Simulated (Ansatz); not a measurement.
# CeH3S3 (Ce(SH)3): the cost of one run

The runs use Ansatz 0.2.0; DFT PBE, plane waves, PAW, molecule in a box with 9 Å of vacuum.

6 further runs of the same task are left out: 2 for a known fault of the program, 4 that didn't finish.

### 1 The starting structure

7 atoms, charge 0, spin multiplicity 1.

Bond lengths: Ce1–S2 2.702 Å, Ce1–S4 2.702 Å, Ce1–S6 2.702 Å, S2–H3 1.368 Å, S4–H5 1.368 Å, S6–H7 1.368 Å. Angles: S2–Ce1–S4 117.7°, S2–Ce1–S6 117.7°, S4–Ce1–S6 117.7°, Ce1–S2–H3 94.0°, Ce1–S4–H5 94.0°, Ce1–S6–H7 94.0°.

As a file:

```
Ce    0.0000    0.0000    0.5957
S     2.6399    0.4051    1.0049
H     2.9219   -0.9263    1.1404
S    -1.6707    2.0837    1.0049
H    -0.6588    2.9935    1.1404
S    -0.9691   -2.4887    1.0049
H    -2.2631   -2.0673    1.1404
```

Formal oxidation states: Ce +3. Each metal's 1 4f electrons lie in its core potential, so multiplicities, spins and levels count the valence alone. In the runs below they are in the valence, and the state is a doublet. An earlier session relaxed this geometry at BP86, Ce lcecp-1-SVP with ECP47, S def2-SVP, H def2-SVP (singlet, point group C3).

### 2 Scalar-relativistic

Contents of input.yaml:

```yaml
crystal:
  lattice:
    - [14.18, 0.0, 0.0]
    - [0.0, 14.48, 0.0]
    - [0.0, 0.0, 9.54]
  atoms:
    - { symbol: Ce, position: [0.4769464, 0.48264641, 0.47169811], spin: 1.0 }
    - { symbol: S, position: [0.66311425, 0.51062086, 0.51459015] }
    - { symbol: H, position: [0.68300282, 0.41867887, 0.52879769] }
    - { symbol: S, position: [0.35912341, 0.62654558, 0.51459015] }
    - { symbol: H, position: [0.43048801, 0.68938329, 0.52879769] }
    - { symbol: S, position: [0.40860155, 0.31077348, 0.51459015] }
    - { symbol: H, position: [0.31734838, 0.33987776, 0.52879769] }
basis:
  ecutwfc: 420
  ecutrho_ratio: 4
kpoints:
  mp_grid: { grid: [1, 1, 1] }
hamiltonian:
  xc: pbe
scf:
  occupations: { method: gaussian, width: 0.01 }
output:
  forces: true
  eigenvalues: true
  populations: true
  hubbard: { sites: [{ species: Ce, l: f }] }
magnetization:
  spin_polarized: true
```

Launch:

```console
ansatz run input.yaml --threads 2 --pin off --max-ram 5120MiB --backend cpu --events-out ev --progress --plain --runs-dir out
```

**Question.** How long does this run take on 2 threads of Arm Neoverse V1, shared host, and how much memory does it need?

About 1.7 min, with a peak of 1.3 GiB.
